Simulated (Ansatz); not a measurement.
# C₆H₁₂O: up Jacob's ladder to CCSD(T)

An exercise on one series of results from a longer session: the logs are not shown, and one member is left open.

Computed with Ansatz 0.2.0, Gaussian basis. Level: functionals in def2-TZVPP, the program's frozen cores in correlated methods.

Levels to be run: LDA (SPW92), PBE-D4, revPBE-D4, BLYP-D4, r2SCAN-D4, B97M-V, PBE0-D4, B3LYP-D4, r2SCANh-D4, r2SCAN0-D4, HSE06-D4, BHLYP-D4, CAM-B3LYP-D4, LC-ωPBE, ωB97X-V, ωB97M-V, B2PLYP, PBE-QIDH; CCSD(T)/def2-SVP; CCSD(T)/def2-TZVPP; MP2/def2-QZVPP; extrapolation to the limit; RPA on PBE.

## Structure used throughout

All runs share one geometry, relaxed beforehand with PBE0-D4 in a triple-zeta def2 set.

SMILES `CCCCC(C)=O`, 19 atoms, charge 0, spin multiplicity 1.

Atoms are counted from 1 here; the program's logs count them from 0.

Bond lengths: C1–C2 1.518 Å, C1–H8 1.092 Å, C1–H9 1.094 Å, C1–H10 1.093 Å, C2–C3 1.521 Å, C2–H11 1.097 Å, C2–H12 1.094 Å, C3–C4 1.516 Å, C3–H13 1.095 Å, C3–H14 1.094 Å, C4–C5 1.513 Å, C4–H15 1.097 Å, C4–H16 1.098 Å, C5–C6 1.505 Å, C5–O7 1.206 Å, C6–H17 1.093 Å, C6–H18 1.089 Å, C6–H19 1.095 Å. Angles: C2–C1–H8 111.6°, C2–C1–H9 111.2°, C2–C1–H10 110.9°, H8–C1–H9 107.7°, H8–C1–H10 107.7°, H9–C1–H10 107.6°, C1–C2–C3 112.6°, C1–C2–H11 109.6°, C1–C2–H12 109.6°, C3–C2–H11 109.2°, C3–C2–H12 109.1°, H11–C2–H12 106.6°, C2–C3–C4 113.2°, C2–C3–H13 109.3°, C2–C3–H14 109.3°, C4–C3–H13 109.1°, C4–C3–H14 108.8°, H13–C3–H14 106.9° and more.

Set-up of the first run:

File in.yaml:

```yaml
crystal:
  periodic: [false, false, false]
  atoms:
    - {symbol: C, position_ang: [-0.311786, -2.588632, 1.298758]}
    - {symbol: C, position_ang: [-0.048023, -1.487322, 0.287549]}
    - {symbol: C, position_ang: [-0.893863, -0.248487, 0.538414]}
    - {symbol: C, position_ang: [-0.631378, 0.865716, -0.456025]}
    - {symbol: C, position_ang: [0.698218, 1.563849, -0.274235]}
    - {symbol: C, position_ang: [1.145838, 2.442819, -1.411329]}
    - {symbol: O, position_ang: [1.359943, 1.435411, 0.726129]}
    - {symbol: H, position_ang: [0.298565, -3.472154, 1.098767]}
    - {symbol: H, position_ang: [-1.360914, -2.898311, 1.282460]}
    - {symbol: H, position_ang: [-0.083468, -2.249763, 2.312881]}
    - {symbol: H, position_ang: [-0.247240, -1.860513, -0.724572]}
    - {symbol: H, position_ang: [1.009980, -1.209895, 0.315705]}
    - {symbol: H, position_ang: [-1.954419, -0.519765, 0.502232]}
    - {symbol: H, position_ang: [-0.695856, 0.125967, 1.547189]}
    - {symbol: H, position_ang: [-0.702546, 0.506608, -1.489957]}
    - {symbol: H, position_ang: [-1.394424, 1.651547, -0.374147]}
    - {symbol: H, position_ang: [0.324298, 3.062780, -1.778725]}
    - {symbol: H, position_ang: [1.981709, 3.066360, -1.099156]}
    - {symbol: H, position_ang: [1.463668, 1.809385, -2.245540]}
basis:
  gaussian: {orbitals: def2-TZVPP}
hamiltonian: {xc: lda}
output: {orbitals: {seedname: orbitals}}
```

Command:

```bash
$ ansatz run in.yaml --threads 2 --pin off --events-out ev --progress --plain --max-ram 32768MiB --backend cuda --devices 0, --max-vram 18GiB
```

Steps of the session up to this table: LDA; PBE-D4 (GGA); revPBE-D4 (GGA); BLYP-D4 (GGA); r2SCAN-D4 (meta-GGA); B97M-V (meta-GGA); B3LYP-D4 (hybrid); r2SCANh-D4 (hybrid); r2SCAN0-D4 (hybrid); HSE06-D4 (hybrid); BHLYP-D4 (hybrid); CAM-B3LYP-D4 (range-separated); LC-ωPBE (range-separated); ωB97X-V (range-separated); ωB97M-V (range-separated); B2PLYP (double hybrid); PBE-QIDH (double hybrid).

One table of the session follows, with a row left open; its other results are not shown here.

It belongs to the step «Frontier levels by functional». 

```
  functional  HOMO (eV)  gap (eV)
 LDA (SPW92)      -5.75      4.03
      PBE-D4      -5.58      4.10
   revPBE-D4      -5.50      4.12
     BLYP-D4      -5.50      4.14
   r2SCAN-D4      -5.87      4.66
      B97M-V      -6.06      4.95
     PBE0-D4      -7.16      6.86
    B3LYP-D4      -6.93      6.35
  r2SCANh-D4      -6.47      5.69
  r2SCAN0-D4      -7.37      7.23
    HSE06-D4      -6.75      6.07
    BHLYP-D4      -8.71      9.67
CAM-B3LYP-D4          ?         ?
     LC-ωPBE      -9.92     12.09
     ωB97X-V      -9.62     11.69
     ωB97M-V      -9.58     11.52
```

**Question.** Estimate the row for CAM-B3LYP-D4.

**Answer.** HOMO (eV): -8.63; gap (eV): 9.54. In the column «HOMO (eV)» it lies between BHLYP-D4 (-8.71) and r2SCAN0-D4 (-7.37).
